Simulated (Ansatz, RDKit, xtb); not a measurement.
# C3H8GeO2: which of the isomers drawn lies lowest?

A sample of isomers of C3H8GeO2 is drawn. Aim: find which of them has the lowest free energy at 298.15 K, then its properties. The sample is small against all isomers, and the most stable one of this formula need not be in it.

Plan: many cheap relaxations first (GFN2-xTB), then density-functional screening, relaxation at r2SCAN-D4/def2-SVP, vibrations (at GFN2-xTB) and a final energy. The numbers are computed, not measured.

## 1. Possible bonding patterns

Isomers were taken from a list of plausible structures; this is a sample, not all of them. That gives 8 candidates.

```csv
label,SMILES,spin
c030,COC[C](=O)[GeH3],singlet
c049,CO[C](=O)[GeH2][CH3],singlet
c368,CC(=O)C[O][GeH3],singlet
c477,C[C@@H]1C[O][GeH2][O]1,singlet
c510,C1[CH2][GeH2][O]CO1,singlet
c686,C=C(OC)[O][GeH3],singlet
c943,C=COC[O][GeH3],singlet
c980,C[CH2][GeH2][C](=O)O,singlet
```

Candidates are built by distance geometry, with a force field where one applies, in up to four conformers (letters a to d).

Q: Predict the outcome of this search (final energies at CCSD(T)/def2-SVP + MP2/def2-TZVPP - MP2/def2-SVP).

| quantity | value |
| --- | --- |
| lowest structure found | C[C@@H]1C[O][GeH2][O]1, singlet |
| next finalist | CC(=O)C[O][GeH3], singlet, 15.6 kcal/mol higher in G |
| share at equilibrium, among the finalists | 100.0 % |

The lowest structure found is `C[C@@H]1C[O][GeH2][O]1`. The margin of 15.6 kcal/mol over the next finalist is beyond the usual error of the last level; it says nothing of structures that weren't ranked. GFN2-xTB, HF/STO-3G, r2SCAN-D4/def2-SVP, r2SCAN-D4/def2-SVP, relaxed, HF/def2-SVP and MP2/def2-SVP already put its bonding pattern lowest among the structures in one piece. One minimum inside the window was never screened. The search is not exhaustive (a finite list of starts, one conformer a finalist), so a lower isomer can't be ruled out. Only 8 drawn patterns were tried, so whole families of isomers are missing, and the result ranks this sample alone.
